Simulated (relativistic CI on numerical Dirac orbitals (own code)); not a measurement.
**Re⁴⁺: resonant inelastic X-ray scattering at the O2,3 edge**

Aim: the energy losses and their intensities at the absorption maxima, by the Kramers-Heisenberg formula, for 6 crystal fields.

Program: relativistic CI on numerical Dirac orbitals (own code) version 3. Level of theory: Dirac-Coulomb-Breit CI, KLI orbitals optimised for each configuration, model QED (radiative potential, 1s self-energy scaled to tabulated hydrogen-like ionisation energies), valence Slater integrals scaled by 0.9, Kramers-Heisenberg scattering through one core-hole configuration in a parametric crystal field. These are calculated values, not measurements, unless marked.

### Step 1. Starting point

```
ion             : Re⁴⁺ (Re V)
nuclear charge  : 75
electrons       : 71
configurations  : [Xe] 4f14 5d3 → [Kr] 4d10 4f14 5s2 5p5 5d4
temperature     : 10 K
core-hole width : 1 eV
field 1 (cm⁻¹)  : D3d, 10Dq = 30450, Dsigma = -60, Dtau = -80
field 2 (cm⁻¹)  : D3d, 10Dq = 60550, Dsigma = -20, Dtau = -230
field 3 (cm⁻¹)  : D4h, 10Dq = 20700, Ds = 1450, Dt = 1050
field 4 (cm⁻¹)  : Td, 10Dq = -29000
field 5 (cm⁻¹)  : Oh, 10Dq = 17900
field 6 (cm⁻¹)  : Td, 10Dq = -19550
```

### Step 2. Field 1: D3d, 10Dq = 30450, Dsigma = -60, Dtau = -80

Settings of the run:

```ini
atom Re  Z=75  charge=4  electrons=71
nucleus A=187  rms_radius_fm=5.3698
hamiltonian dirac-coulomb  breit=on  qed=on  c_scale=1
orbitals kli  potential=per-configuration
slater_scale 0.9
correlation none
mixing on
configurations
  [Xe] 4f14 5d3
  [Kr] 4d10 4f14 5s2 5p5 5d4
end
rixs O2,3 T=10 core_hole_width=1
crystal_field D3d 10Dq=30450 Dsigma=-60 Dtau=-80
```

Run with:

```sh
$ python run_levels.py task.json out
```

The settings of every run stand in task.json; they run in order.

### Step 3. Field 2: D3d, 10Dq = 60550, Dsigma = -20, Dtau = -230

The settings differ from step 2 so:

```diff
@@ -12,2 +12,2 @@
 rixs O2,3 T=10 core_hole_width=1
-crystal_field D3d 10Dq=30450 Dsigma=-60 Dtau=-80
+crystal_field D3d 10Dq=60550 Dsigma=-20 Dtau=-230
```

### Step 4. Field 3: D4h, 10Dq = 20700, Ds = 1450, Dt = 1050

The settings differ from step 3 so:

```diff
@@ -12,2 +12,2 @@
 rixs O2,3 T=10 core_hole_width=1
-crystal_field D3d 10Dq=60550 Dsigma=-20 Dtau=-230
+crystal_field D4h 10Dq=20700 Ds=1450 Dt=1050
```

### Step 5. Field 4: Td, 10Dq = -29000

The settings differ from step 4 so:

```diff
@@ -12,2 +12,2 @@
 rixs O2,3 T=10 core_hole_width=1
-crystal_field D4h 10Dq=20700 Ds=1450 Dt=1050
+crystal_field Td 10Dq=-29000
```

### Step 6. Field 5: Oh, 10Dq = 17900

The settings differ from step 5 so:

```diff
@@ -12,2 +12,2 @@
 rixs O2,3 T=10 core_hole_width=1
-crystal_field Td 10Dq=-29000
+crystal_field Oh 10Dq=17900
```

### Step 7. Field 6: Td, 10Dq = -19550

The settings differ from step 6 so:

```diff
@@ -12,2 +12,2 @@
 rixs O2,3 T=10 core_hole_width=1
-crystal_field Oh 10Dq=17900
+crystal_field Td 10Dq=-19550
```

(Steps that only read results are left out.)

**Question.** What will these runs give? Wanted: incident energies, field 1.

As calculated:

| field | S, thermal mean | first incident energy (eV) | lowest loss over 0.08 eV (eV) | strongest such loss there (eV) | its level |
| --- | --- | --- | --- | --- | --- |
| 1: D3d | 1.47 | 47.4 | 1.718 | 3.729 | G4, S = 1.4 |
| 2: D3d | 1.48 | 40.7 | 1.769 | 3.297 | G4, S = 0.5 |
| 3: D4h | 1.46 | 46.6 | 1.152 | 1.152 | G7, S = 1.4 |
| 4: Td | 0.64 | 47.5 | 1.700 | 1.783 | G8, S = 1.4 |
| 5: Oh | 1.46 | 46.7 | 1.540 | 2.163 | G7, S = 1.5 |
| 6: Td | 0.95 | 46.9 | 0.789 | 1.023 | G8, S = 1.3 |

| quantity | value |
| --- | --- |
| incident energies, field 1 | 47.4, 58.9, 60.8 eV |
| strongest loss over 0.08 eV, field 1 | 3.73 eV |

In words: In field 1 the strongest loss over 0.08 eV at the first resonance is 3.73 eV (G4, S = 1.4). Spin-orbit coupling in the valence shell mixes spin states, so S is only an average. The ground spin differs between the fields. The first incident energy is the lowest absorption maximum of each field and need not be the same resonance in all. Only the lowest levels kept in the record count, and labels are spin-orbit irreps. Polarisations are summed, and charge-transfer losses are outside the model.
